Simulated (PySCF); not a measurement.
# HgF2: a change of charge

How does HgF2 respond at fixed geometry? The runs cover a change of charge. The species was built from a template and needn't be a known compound.

The runs use PySCF 2.14.0; PBE0, Hg def2-SVP with ECP60, F def2-SVP; scalar-relativistic core potentials, no spin–orbit coupling.

1 further run of the same task is left out (for a known fault of the program).

### 1 The system as given

3 atoms, charge 0, spin multiplicity 1.

Bond lengths: Hg1–F2 1.917 Å, Hg1–F3 1.917 Å. Angles: F2–Hg1–F3 180.0°.

As a file:

```csv
atom,x (Å),y (Å),z (Å)
Hg1,0.0000,0.0000,0.3648
F2,1.9166,0.0000,0.3641
F3,-1.9166,0.0000,0.3641
```

Formal oxidation states: Hg +2. An earlier session relaxed this geometry at PBE0, Hg def2-SVP with ECP60, F def2-SVP (singlet, point group D∞h).

Its energy there is -352.793423 Eh.

### 2 One electron removed, multiplicity 2

Input file run.py (the lines that set the calculation):

```python
mol = gto.M(atom='''
Hg     0.00000     0.00000     0.36479
F      1.91663     0.00000     0.36408
F     -1.91663     0.00000     0.36408''',
    basis={'Hg': 'def2-SVP', 'F': 'def2-SVP'},
    ecp={'Hg': 'def2-SVP'},
    charge=1, spin=1)
mf = dft.UKS(mol, xc='PBE0')
mf.grids.atom_grid = (50, 194)
mf = mf.density_fit()  # fitting sets: Hg def2-universal-JKFIT, F def2-universal-JKFIT
mf.conv_tol = 1e-08; mf.max_cycle = 55
mf.kernel(dm0)  # dm0: the density of the relaxed state
```

Launch:

```sh
OMP_NUM_THREADS=2 python run.py
```

Log:

```text
init E= -352.802618747402
cycle= 1 E= -352.273434775827  delta_E= 0.529  |g|= 0.376  |ddm|= 0.772
  HOMO = -0.740324666492  LUMO = -0.676502639839  gap/eV = 1.73669
cycle= 2 E= -352.236104485418  delta_E= 0.0373  |g|= 0.517  |ddm|= 0.697
  HOMO = -0.653409865449  LUMO = -0.579833941066  gap/eV = 2.00210
cycle= 3 E= -352.326381625081  delta_E= -0.0903  |g|= 0.0873  |ddm|= 0.461
  HOMO = -0.648028120488  LUMO = -0.571199371873  gap/eV = 2.09062
cycle= 4 E= -352.329472789629  delta_E= -0.00309  |g|= 0.0094  |ddm|= 0.101
  HOMO = -0.642338895591  LUMO = -0.566193521982  gap/eV = 2.07202
cycle= 5 E= -352.329567184275  delta_E= -9.44e-05  |g|= 0.00285  |ddm|= 0.0175
  HOMO = -0.64182306499  LUMO = -0.565920124888  gap/eV = 2.06542
cycle= 6 E= -352.329573327757  delta_E= -6.14e-06  |g|= 0.00186  |ddm|= 0.00662
  HOMO = -0.641800798926  LUMO = -0.565914739453  gap/eV = 2.06496
cycle= 7 E= -352.329571856204  delta_E= 1.47e-06  |g|= 0.0027  |ddm|= 0.0034
  HOMO = -0.641757063341  LUMO = -0.565906725704  gap/eV = 2.06399
cycle= 8 E= -352.329574865448  delta_E= -3.01e-06  |g|= 9.81e-05  |ddm|= 0.00226
  HOMO = -0.64174362813  LUMO = -0.565897018355  gap/eV = 2.06389
cycle= 9 E= -352.329574876579  delta_E= -1.11e-08  |g|= 1.93e-05  |ddm|= 0.000331
  HOMO = -0.641743308178  LUMO = -0.565896330476  gap/eV = 2.06390
cycle= 10 E= -352.329574877422  delta_E= -8.43e-10  |g|= 6.23e-06  |ddm|= 0.000114
  HOMO = -0.641742884228  LUMO = -0.565895746905  gap/eV = 2.06391
Extra cycle  E= -352.329574877453  delta_E= -3.14e-11  |g|= 6.9e-06  |ddm|= 2.15e-05
converged SCF energy = -352.329574877453  <S^2> = 0.75768499  2S+1 = 2.0076703
```

Wall time 0.8 s (2 threads of Arm Neoverse V1, shared host).

It gives: E = -352.329575 Eh (+12.622 eV from the relaxed state), HOMO -17.46 eV, LUMO -15.40 eV (over both spins), ⟨S²⟩ = 0.758, Mulliken charge on Hg1 +1.26 e. 

### 3 One electron added, multiplicity 2

run.py (the lines that set the calculation): that of step 2 with these lines changed.

```diff
@@ -6,3 +6,3 @@
     ecp={'Hg': 'def2-SVP'},
-    charge=1, spin=1)
+    charge=-1, spin=1)
 mf = dft.UKS(mol, xc='PBE0')
```

Launch:

```sh
OMP_NUM_THREADS=2 python run.py
```

Log:

```text
init E= -352.801699755701
  HOMO = -0.0847887559859  LUMO = -0.0729551840524  gap/eV = 0.32201
cycle= 1 E= -352.757670211663  delta_E= 0.044  |g|= 0.242  |ddm|= 1.48
  HOMO = 0.14671966186  LUMO = 0.231408205393  gap/eV = 2.30449
cycle= 2 E= -352.753851874988  delta_E= 0.00382  |g|= 0.301  |ddm|= 1.17
  HOMO = 0.0980757589188  LUMO = 0.189169628156  gap/eV = 2.47879
cycle= 3 E= -352.785881394576  delta_E= -0.032  |g|= 0.0316  |ddm|= 0.479
  HOMO = 0.0926328249027  LUMO = 0.18524516085  gap/eV = 2.52011
cycle= 4 E= -352.786151202253  delta_E= -0.00027  |g|= 0.0201  |ddm|= 0.0504
  HOMO = 0.0910697515138  LUMO = 0.184534669618  gap/eV = 2.54331
cycle= 5 E= -352.786290881573  delta_E= -0.00014  |g|= 0.00183  |ddm|= 0.0211
  HOMO = 0.0904645094606  LUMO = 0.184272031722  gap/eV = 2.55263
cycle= 6 E= -352.786292645231  delta_E= -1.76e-06  |g|= 0.000295  |ddm|= 0.00409
  HOMO = 0.0904941957041  LUMO = 0.184349157708  gap/eV = 2.55392
cycle= 7 E= -352.786292712325  delta_E= -6.71e-08  |g|= 5.75e-05  |ddm|= 0.000733
  HOMO = 0.0905015790888  LUMO = 0.184368802369  gap/eV = 2.55426
cycle= 8 E= -352.786292715594  delta_E= -3.27e-09  |g|= 1.13e-05  |ddm|= 0.000237
  HOMO = 0.0905012289198  LUMO = 0.184369502876  gap/eV = 2.55429
Extra cycle  E= -352.786292715631  delta_E= -3.71e-11  |g|= 1.38e-05  |ddm|= 4.33e-05
converged SCF energy = -352.786292715631  <S^2> = 0.75224333  2S+1 = 2.0022421
```

Wall time 0.8 s (2 threads of Arm Neoverse V1, shared host).

Result: E = -352.786293 Eh (+0.194 eV from the relaxed state), HOMO 2.46 eV, LUMO 5.02 eV (over both spins), ⟨S²⟩ = 0.752, Mulliken charge on Hg1 +0.06 e. The highest filled level lies above zero; it isn't the detachment energy.

### 4 The states side by side

| state | energy from the relaxed state (eV) | ⟨S²⟩ | time |
| --- | --- | --- | --- |
| charge 0, singlet, vacuum (relaxed) | 0 | 0.00 |  |
| charge -1, doublet, vacuum | 0.19 | 0.75 | 0.8 s |
| charge +1, doublet, vacuum | 12.62 | 0.76 | 0.8 s |

An electron taken off or put on is at rest in vacuum. 

Removing an electron vertically costs 12.62 eV (doublet), against −HOMO = 9.86 eV. Adding an electron vertically costs 0.19 eV (doublet). These are double-zeta-type bases without diffuse functions. Spin–orbit coupling is left out.
